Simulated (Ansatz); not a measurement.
# GeHCl (triplet): from Hartree-Fock to the top rungs, cc-pVDZ

One table from this session's results is given with a row withheld; the runs are named, their logs left out.

Method: cc-pVDZ, core rule «outside noble gas», up to 19 orbitals frozen; program: Ansatz 0.2.0, Gaussian basis.

The runs, in order: UHF; CCSD(T) on ROHF; CCSD(T) on UHF; BCCD(T) on ROHF; CISD; CCSDT(Q) on ROHF; CCSDT(Q) on UHF; CASSCF and MRCISD+Q, 12 electrons in 9 orbitals; CASSCF and NEVPT2, 12 electrons in 9 orbitals.

15 further runs of the same task are left out: 8 that didn't finish, 7 set aside as unsound or not needed.

## What is computed

The geometry is a PBE0/def2-TZVP stationary point (not a proven minimum) of the parent state, kept for this charge and spin. No spin-orbit coupling is included. The filled d shell of Ge may be among the frozen orbitals whatever the setting's name suggests; the logs give the count.

3 atoms, charge 0, spin multiplicity 3.

Atoms are counted from 1 here; the program's logs count them from 0.

Bond lengths: Ge1–Cl2 2.183 Å, Ge1–H3 1.600 Å. Angles: Cl2–Ge1–H3 93.7°.

Set-up of the first run:

in.yaml

```yaml
crystal:
  periodic: [false, false, false]
  atoms:
    - {symbol: Ge, position_ang: [0.000000, -0.033402, 0.707833]}
    - {symbol: Cl, position_ang: [0.000000, 0.024074, -1.474553]}
    - {symbol: H, position_ang: [0.000000, 1.560437, 0.853542]}
basis:
  gaussian: {orbitals: cc-pVDZ}
magnetization: {spin_polarized: true, initial_magnetization: 2}
hamiltonian: {xc: hf}
output: {orbitals: {seedname: orbitals}}
```

Launch:

```bash
$ ansatz run in.yaml --threads 1 --pin off --events-out ev --progress --plain --max-ram 2393MiB
```

Among the steps run: UHF; CCSD(T) on ROHF; CCSD(T) on UHF; BCCD(T) on ROHF; CISD; CCSDT(Q) on ROHF; CCSDT(Q) on UHF; CASSCF and MRCISD+Q, 12 electrons in 9 orbitals; CASSCF and NEVPT2, 12 electrons in 9 orbitals.

One table of the session follows, with a row left open; its other results are not shown here.

```
          method  from UCCSDT(Q) (kcal/mol)
            ROHF                    +145.49
             UHF                    +143.36
            RMP2                     +21.52
            UMP2                     +21.00
            CISD                     +14.79
           RCCSD                      +4.54
           UCCSD                      +4.27
        RCCSD(T)                      +1.09
        UCCSD(T)                      +0.86
         BCCD(T)                      +1.07
          RCCSDT                      +0.52
          UCCSDT                      +0.30
       RCCSDT(Q)                      +0.26
       UCCSDT(Q)                          0
  CASSCF valence                          ?
  NEVPT2 valence                     +27.11
  MRCISD valence                     +10.14
MRCISD+Q valence                      +1.16
```

Estimate the missing values for CASSCF valence.

The run gave: from UCCSDT(Q) (kcal/mol): +122.98. In the column «from UCCSDT(Q) (kcal/mol)» it lies between NEVPT2 valence (+27.11) and UHF (+143.36).

Among the levels timed on like hardware and quicker than the yardstick, those that no quicker one beats, quickest first: CISD (2 s, +14.79 kcal/mol); UCCSD(T) (2.2 s, +0.86 kcal/mol).

Caveats from the session: Of the multireference levels listed MRCISD+Q valence comes nearest in total energy (+1.16 kcal/mol), which doesn't show that its space is the better one. Restricted and unrestricted rows rest on different reference determinants; where their highest levels disagree by more than a few hundredths of an eV, they describe different states and don't form one ladder.
